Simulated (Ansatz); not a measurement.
# NbPdSe4: the cost of one run

Computed with Ansatz 0.2.0 (DFT PBE, scalar-relativistic, plane waves, PAW, unless a step's input says otherwise).

**1. The starting structure**

The structure is hexagonal, space group P6/mmm (No. 191). The conventional cell has a = 4.048 Å, b = 4.048 Å, c = 8.415 Å, α = 90.00°, β = 90.00°, γ = 120.00°. Nb (site symmetry 6/mmm) has 12 Se at 3.18 Å as nearest neighbours. Pd (site symmetry 6/mmm) is surrounded by 12 Se at 3.11 Å. Se (site symmetry 3m) has 3 Se at 2.34 Å and 3 Pd at 3.11 Å and 3 Nb at 3.18 Å as nearest neighbours.

As a file:

```xyz
6
Lattice="4.0482 0.0000 0.0000 -2.0241 3.5059 0.0000 0.0000 0.0000 8.4155" Properties=species:S:1:pos:R:3 pbc="T T T"
Nb    0.0000    0.0000    0.0000
Pd    0.0000    0.0000    4.2077
Se    0.0000    2.3373    6.2550
Se    0.0000    2.3373    2.1605
Se    2.0241    1.1686    6.2550
Se    2.0241    1.1686    2.1605
```

The cell is invented: species swapped into a database cell of TiVB4 (P6/mmm, No. 191), with Nb on the Ti sites, Pd on the V sites and Se on the B sites. Lengths come from tabulated atomic sizes and are only a guess.

**2. A first look at the guess**

File input.yaml:

```yaml
crystal:
  lattice:
    - [4.04824292, 0.0, 0.0]
    - [-2.02412146, 3.50588121, 0.0]
    - [0.0, 0.0, 8.4154897]
  atoms:
    - { symbol: Nb, position: [0.0, 0.0, 0.0] }
    - { symbol: Pd, position: [0.0, 0.0, 0.5] }
    - { symbol: Se, position: [0.33333333, 0.66666667, 0.74326992] }
    - { symbol: Se, position: [0.33333333, 0.66666667, 0.25673008] }
    - { symbol: Se, position: [0.66666667, 0.33333333, 0.74326992] }
    - { symbol: Se, position: [0.66666667, 0.33333333, 0.25673008] }
basis:
  ecutwfc: 420
kpoints:
  mp_grid: { grid: [6, 6, 2] }
hamiltonian:
  xc: pbe
scf:
  occupations: { method: gaussian, width: 0.1 }
  lower_state_search: "off"
output:
  forces: true
  stress: true
  eigenvalues: true
```

Run with:

```
$ ansatz run input.yaml --threads 1 --pin off --max-ram 2560MiB --backend cpu --events-out ev --progress --plain --runs-dir out
```

Q: Estimate wall time and peak memory on 1 thread of AMD EPYC 7R43 (Zen 3), shared host.

About 3.9 s, with a peak of 0.49 GiB.
